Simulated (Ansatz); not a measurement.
# CH7FO2Si2: vertical ionisation energy

How much energy removes an electron from CH7FO2Si2 at fixed geometry? The cation is run at each level and the neutral's energy taken from earlier runs.

The runs use Ansatz 0.2.0, Gaussian basis; unrestricted cation, the program's frozen cores in correlated methods.

Levels to be run: UKS PBE-D4/def2-TZVPP; UKS r2SCAN-D4/def2-TZVPP; UKS PBE0-D4/def2-TZVPP; UKS B3LYP-D4/def2-TZVPP; UKS wB97X-V/def2-TZVPP; UKS wB97M-V/def2-TZVPP; UKS B2PLYP/def2-TZVPP; UHF-CCSD(T)/def2-TZVPP; UHF-MP2/def2-QZVPP; extrapolation to the limit; then −ε(HOMO) from the neutral's earlier runs with LDA (SPW92), PBE-D4, revPBE-D4, BLYP-D4, r2SCAN-D4, B97M-V, PBE0-D4, B3LYP-D4, r2SCANh-D4, r2SCAN0-D4, HSE06-D4, BHLYP-D4, CAM-B3LYP-D4, LC-ωPBE, ωB97X-V, ωB97M-V.

**1. Structure used throughout**

All runs share one geometry, relaxed beforehand with PBE0-D4 in a triple-zeta def2 set.

SMILES `C[Si@H](O)[Si@H](O)F`, 13 atoms, charge 0, spin multiplicity 1.

Atoms are counted from 1 here; the program's logs count them from 0.

Bond lengths: C1–Si2 1.859 Å, C1–H7 1.092 Å, C1–H8 1.093 Å, C1–H9 1.093 Å, Si2–O3 1.654 Å, Si2–Si4 2.353 Å, Si2–H10 1.494 Å, O3–H11 0.960 Å, Si4–O5 1.647 Å, Si4–F6 1.607 Å, Si4–H12 1.490 Å, O5–H13 0.959 Å. Angles: Si2–C1–H7 111.0°, Si2–C1–H8 110.6°, Si2–C1–H9 110.2°, H7–C1–H8 108.4°, H7–C1–H9 108.5°, H8–C1–H9 108.1°, C1–Si2–O3 108.6°, C1–Si2–Si4 114.0°, C1–Si2–H10 109.4°, O3–Si2–Si4 105.9°, O3–Si2–H10 110.9°, Si4–Si2–H10 108.1°, Si2–O3–H11 115.6°, Si2–Si4–O5 102.0°, Si2–Si4–F6 111.7°, Si2–Si4–H12 118.8°, O5–Si4–F6 109.6°, O5–Si4–H12 110.1° and more.

As a file:

```xyz
13
charge 0, multiplicity 1
C    -1.35391    1.54148   -0.60384
Si   -0.56437   -0.14028   -0.65634
O    -1.55890   -1.21532    0.11281
Si    1.50220   -0.26284    0.46188
O     1.42747   -1.75375    1.15748
F     1.62693    0.85920    1.60502
H    -1.45275    1.89596    0.42392
H    -0.75507    2.26525   -1.16289
H    -2.34896    1.50453   -1.05452
H    -0.34582   -0.54185   -2.07907
H    -1.11884   -1.94733    0.55110
H     2.75688   -0.12856   -0.33005
H     2.20543   -2.11120    1.58930
```

**2. Cation, UKS PBE-D4/def2-TZVPP**

Input file in.yaml:

```yaml
crystal:
  periodic: [false, false, false]
  atoms:
    - {symbol: C, position_ang: [-1.353913, 1.541485, -0.603844]}
    - {symbol: Si, position_ang: [-0.564369, -0.140281, -0.656345]}
    - {symbol: O, position_ang: [-1.558903, -1.215325, 0.112809]}
    - {symbol: Si, position_ang: [1.502204, -0.262841, 0.461885]}
    - {symbol: O, position_ang: [1.427468, -1.753749, 1.157476]}
    - {symbol: F, position_ang: [1.626931, 0.859205, 1.605025]}
    - {symbol: H, position_ang: [-1.452747, 1.895957, 0.423919]}
    - {symbol: H, position_ang: [-0.755070, 2.265249, -1.162892]}
    - {symbol: H, position_ang: [-2.348957, 1.504533, -1.054518]}
    - {symbol: H, position_ang: [-0.345816, -0.541849, -2.079067]}
    - {symbol: H, position_ang: [-1.118839, -1.947328, 0.551103]}
    - {symbol: H, position_ang: [2.756882, -0.128555, -0.330048]}
    - {symbol: H, position_ang: [2.205429, -2.111200, 1.589299]}
basis:
  gaussian: {orbitals: def2-TZVPP}
total_charge: 1
magnetization: {spin_polarized: true, initial_magnetization: 1}
hamiltonian: {xc: pbe, dispersion: d4}
```

Launch:

```sh
$ ansatz run in.yaml --threads 2 --pin off --events-out ev --progress --plain --max-ram 32768MiB --backend cpu
```

After this run come: Cation, UKS r2SCAN-D4/def2-TZVPP; Cation, UKS PBE0-D4/def2-TZVPP; Cation, UKS B3LYP-D4/def2-TZVPP; Cation, UKS wB97X-V/def2-TZVPP; Cation, UKS wB97M-V/def2-TZVPP; Cation, UKS B2PLYP (frozen core)/def2-TZVPP; Cation, UHF-CCSD(T)/def2-TZVPP; Cation, UHF-MP2/def2-QZVPP.

Before running them: what should the planned runs give, taken together? Wanted: ionisation energy, CCSD(T)/CBS; nearest functional by difference; nearest −ε(HOMO); −ε(HOMO) of PBE; T1 of the cation.

**Answer**, as computed:

| quantity | value |
| --- | --- |
| ionisation energy, CCSD(T)/CBS | 10.19 eV |
| nearest functional by difference | ωB97X-V (-0.25 eV) |
| nearest −ε(HOMO) | LC-ωPBE (+0.15 eV) |
| −ε(HOMO) of PBE | 6.43 eV |
| T1 of the cation | 0.020 |

In words: Energy differences with functionals land within 0.84 eV of the reference. −ε(HOMO) of PBE misses by 3.8 eV, since self-interaction lifts the level. Among orbital estimates LC-ωPBE comes nearest. Hartree-Fock falls 0.65 eV short, as the neutral has more correlation energy than the cation. The cation may have settled in a state other than its lowest; no search over hole states beyond the program's own was made.
